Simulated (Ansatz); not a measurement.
**HfN: further runs on the relaxed cell**

Aim: for HfN, see how the gap depends on the functional.

Computed with Ansatz 0.2.0 (DFT PBE, scalar-relativistic, plane waves, PAW, unless a step's input says otherwise).

1 further run of the same task is left out (set aside as unsound or not needed).

## 1. Starting point

Symmetry: Fm-3m, No. 225, cubic system. Conventional cell: a = 4.548 Å, b = 4.548 Å, c = 4.548 Å, α = 90.00°, β = 90.00°, γ = 90.00°. Hf (site symmetry m-3m) is surrounded by 6 N at 2.27 Å. Around N (site symmetry m-3m) lie 6 Hf at 2.27 Å.

Coordinates:

```cif
data_structure
_symmetry_space_group_name_H-M 'Fm-3m'
_symmetry_Int_Tables_number 225
_cell_length_a 4.5478
_cell_length_b 4.5478
_cell_length_c 4.5478
_cell_angle_alpha 90.000
_cell_angle_beta 90.000
_cell_angle_gamma 90.000
_cell_volume 94.06
loop_
_atom_site_label
_atom_site_type_symbol
_atom_site_symmetry_multiplicity
_atom_site_Wyckoff_symbol
_atom_site_fract_x
_atom_site_fract_y
_atom_site_fract_z
_atom_site_occupancy
Hf1 Hf 4 a 0.00000 0.00000 0.00000 1
N1 N 4 b 0.50000 0.00000 0.00000 1
```

This cell was relaxed beforehand with the same method: volume 11.76 Å³/atom, gap on the mesh none (metal).

## 2. Level of theory: PBE with spin-orbit coupling

Input file input.yaml:

```yaml
crystal:
  lattice:
    - [0.0, 2.2738954841, 2.2738954841]
    - [2.2738954841, 0.0, 2.2738954841]
    - [2.2738954841, 2.2738954841, 0.0]
  atoms:
    - { symbol: Hf, position: [0.0, 0.0, 0.0] }
    - { symbol: "N", position: [0.5, 0.5, 0.5] }
basis:
  ecutwfc: 420
kpoints:
  mp_grid: { grid: [16, 16, 16] }
  band_path:
    path:
      - [[0.0, 0.0, 0.0], [0.5, 0.0, 0.5], [0.625, 0.25, 0.625]]
      - [[0.375, 0.375, 0.75], [0.0, 0.0, 0.0], [0.5, 0.5, 0.5], [0.5, 0.25, 0.75], [0.5, 0.0, 0.5]]
    npoints: 10
hamiltonian:
  xc: pbe
scf:
  occupations: { method: gaussian, width: 0.1 }
output:
  forces: true
  stress: true
  eigenvalues: true
  populations: true
  dos: { projected: true, de: 0.02 }
  bader: false
  write_density: true
  write_potential: true
  elf: true
  volumetric_format: npy
magnetization:
  noncollinear: true
  spin_orbit: true
```

Command:

```console
$ ansatz run input.yaml --threads 1 --pin off --max-ram 2560MiB --backend cpu --events-out ev --progress --plain --runs-dir out
```

**Question.** What will these runs give? Wanted: gap; states at the Fermi level.

**Answer**, as computed:

```
                                                quantity                 value
                      gap (PBE with spin-orbit coupling)          none (metal)
states at the Fermi level (PBE with spin-orbit coupling)  0.62 per eV per cell
```

In words: All levels find a metal.
